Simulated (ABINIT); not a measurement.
Crystal: Be3Hg.

```
Be Hg
1.0
     0.00000    2.86178    2.86178
     2.86178    0.00000    2.86178
     2.86178    2.86178    0.00000
Be Hg
3 1
Cartesian
  1.4309 1.4309 1.4309
  4.2927 4.2927 4.2927
  2.8618 2.8618 2.8618
  0.0000 0.0000 0.0000
```

The cell was built by a generator and needn't be a form met in nature.

The cell isn't the ideal one: cell taken from the last step of an earlier PBE relaxation by this program, which needn't have reached its minimum.

Base run:

```yaml
Program: ABINIT 10.8.3 (patched build)
Functional: SCAN
Potentials_or_basis: JTH PAW PBE v2.0
Cutoff: 653 eV
k_mesh: 8 × 8 × 8
Occupations: fermi-dirac, width 0.05 eV
Spin: no spin polarisation
```

Its results: band gap on the k mesh none (metal or under the smearing width); pressure -3.9 GPa.

Q: The run is repeated on the same cell with these changes: functional from SCAN to PBE; cutoff from 653 eV to 544 eV; fine-grid cutoff from 1251.72 eV to 1088.46 eV. What comes out?

A: Band gap on the k mesh none (metal or under the smearing width); pressure -0.2 GPa.

Caveats: the PAW data sets were made with another functional, which shifts forces and pressure a little (some runs).
